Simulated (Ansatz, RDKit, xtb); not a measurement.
# Isomers of C2H6O3Si, a sample narrowed down

A sample of isomers of C2H6O3Si is drawn. Aim: find which of them has the lowest free energy at 298.15 K, then its properties. The sample is small against all isomers, and the most stable one of this formula need not be in it.

Plan: many cheap relaxations first (GFN2-xTB), then density-functional screening, relaxation at PBE0-D3(BJ)/def2-SVP, vibrations (at GFN2-xTB) and a final energy. The numbers are computed, not measured.

## (1) Drawing up candidates

Isomers were taken from a list of plausible structures; this is a sample, not all of them. That gives 7 candidates.

| label | SMILES | spin |
| --- | --- | --- |
| c120 | O[SiH]1OCCO1 | singlet |
| c247 | CO[SiH2]C(=O)O | singlet |
| c356 | O=COCO[SiH3] | singlet |
| c478 | CO[SiH2]OC=O | singlet |
| c719 | CC(=O)O[SiH2]O | singlet |
| c766 | COC(=O)O[SiH3] | singlet |
| c923 | C1OCO[SiH2]O1 | singlet |

Candidates are built by distance geometry, with a force field where one applies, in up to four conformers (letters a to d).

**Question.** With final energies at CCSD(T)/def2-SVP + MP2/def2-TZVPP - MP2/def2-SVP, which structure will this search put lowest in free energy, and by what margin?

| quantity | value |
| --- | --- |
| lowest structure found | O[SiH]1OCCO1, singlet |
| next finalist | CC(=O)O[SiH2]O, singlet, 6.5 kcal/mol higher in G |
| share at equilibrium, among the finalists | 100.0 % |

The search ends on `O[SiH]1OCCO1`. The margin of 6.5 kcal/mol over the next finalist is beyond the usual error of the last level; it says nothing of structures that weren't ranked. GFN2-xTB, HF/STO-3G, r2SCAN-D4/def2-SVP, PBE0-D3(BJ)/def2-SVP, HF/def2-SVP and MP2/def2-SVP already put its bonding pattern lowest among the structures in one piece. One minimum inside the window was never screened. Lowest found is not proven lowest: the search is finite, and each finalist counts with one conformer. Only 7 drawn patterns were tried, so whole families of isomers are missing, and the result ranks this sample alone. The lowest isomer need not be the one that is made and kept in a bottle, which depends on barriers.
